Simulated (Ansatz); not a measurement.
# ClF2H5OSi2: the cost of one run

Program: Ansatz 0.2.0. Level of theory: RKS B3LYP-D4/def2-SVP. These are calculated values, not measurements.

### Step 1. Starting point

Bond lengths: Si1–Cl2 2.487 Å, Si1–F3 1.602 Å, Si1–F4 1.589 Å, Si1–H5 1.427 Å, Si1–O7 2.067 Å, O7–Si8 1.636 Å, Si8–H9 1.463 Å, Si8–H10 1.461 Å, Si8–H11 1.459 Å. Angles (14 of 17 angles, heavy atoms first): Cl2–Si1–F3 87.8°, Cl2–Si1–F4 121.6°, Cl2–Si1–O7 73.4°, F3–Si1–F4 95.6°, F3–Si1–O7 159.2°, F4–Si1–O7 87.0°, Si1–O7–Si8 139.9°, Cl2–Si1–H5 111.1°, F3–Si1–H5 105.1°, F4–Si1–H5 123.7°, H5–Si1–O7 90.3°, O7–Si8–H9 106.0°, O7–Si8–H10 103.5°, O7–Si8–H11 109.5°.

Coordinates:

```xyz
11

Si   -0.3241    0.1520   -1.5847
Cl    2.1118    0.6537   -1.5830
F    -0.3904    0.7798   -3.0574
F    -1.3809    1.1507   -0.9433
H    -0.5616   -1.2433   -1.7639
H     1.5173    0.1508   -0.0134
O     0.3488   -0.1990    0.3375
Si   -0.2314   -0.3253    1.8623
H    -1.0977   -1.5041    1.8668
H     0.9723   -0.5039    2.6713
H    -0.9640    0.8885    2.2077
```

### Step 2. A restrained relaxation towards end A

Springs on the bonds that form and break draw the guess towards this end; the thresholds are loose.

Contents of input.yaml:

```yaml
crystal:
  periodic: [false, false, false]
  atoms:
    - { symbol: Si, position_ang: [-0.3241, 0.152, -1.5847] }
    - { symbol: Cl, position_ang: [2.1118, 0.6537, -1.583] }
    - { symbol: F, position_ang: [-0.3904, 0.7798, -3.0574] }
    - { symbol: F, position_ang: [-1.3809, 1.1507, -0.9433] }
    - { symbol: H, position_ang: [-0.5616, -1.2433, -1.7639] }
    - { symbol: H, position_ang: [1.5173, 0.1508, -0.0134] }
    - { symbol: O, position_ang: [0.3488, -0.199, 0.3375] }
    - { symbol: Si, position_ang: [-0.2314, -0.3253, 1.8623] }
    - { symbol: H, position_ang: [-1.0977, -1.5041, 1.8668] }
    - { symbol: H, position_ang: [0.9723, -0.5039, 2.6713] }
    - { symbol: H, position_ang: [-0.964, 0.8885, 2.2077] }
basis:
  gaussian: { orbitals: def2-SVP }
hamiltonian:
  xc: b3lyp
  dispersion: d4
relax:
  f_tol: 0.15
  max_steps: 25
  restrain:
    - { distance: [0, 6], at: 3.07, k: 30.0 }
    - { distance: [5, 1], at: 2.63, k: 30.0 }
    - { distance: [0, 1], at: 2.13, k: 30.0 }
    - { distance: [5, 6], at: 0.97, k: 30.0 }
```

Started as:

```bash
> ansatz run input.yaml --threads 4 --pin off --max-ram 5120MiB --backend cpu --events-out ev --progress --plain --runs-dir out
```

**Question.** How long does this run take on 4 threads of Arm Neoverse N1, shared host, and how much memory does it need?

About 48 s, with a peak of 0.32 GiB.
